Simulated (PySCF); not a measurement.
# CH5FNPSi: the cost of one run

Computed with PySCF 2.14.0, with density-fitted response routines of our own, on a single molecule in the gas phase. Atoms count from 0, in the outputs and in this text.

## 1. The starting structure

10 atoms, charge 0, multiplicity 1; geometry from: GFN2-xTB.

Bonds of the start (Å): C0–N1 1.25, N1–Si2 1.71, Si2–F3 1.61, Si2–P4 2.24, C0–H5 1.09, C0–H6 1.09, Si2–H7 1.46, P4–H8 1.39, P4–H9 1.39.

## 2. Optimising the geometry at PBE0-D3(BJ)/def2-SVP

What the job is given:

```
{"job": {"xc": "PBE0", "basis": "def2-SVP", "d3": "d3bj", "grid": 1, "kind": "geom"}, "charge": 0, "multiplicity": 1}
C      2.097995     0.280236     0.026373
N      1.071400    -0.211841    -0.481363
Si    -0.476648    -0.728512     0.031388
F     -0.704245    -2.066559    -0.831960
P     -1.853465     0.845088    -0.764118
H      2.920104     0.570975    -0.622386
H      2.249064     0.445805     1.096331
H     -0.690678    -1.192510     1.399299
H     -1.624904     1.738642     0.271598
H     -2.979741     0.323330    -0.147689
```

Command:

```console
> OMP_NUM_THREADS=1 python probes_run.py task.json out
```

One launch serves the whole session: the jobs run in the order shown.

Q: Estimate the wall time and peak memory of this first job on 1 thread of Arm Neoverse V1, shared host.

About 51 s, with a peak of 0.43 GiB.
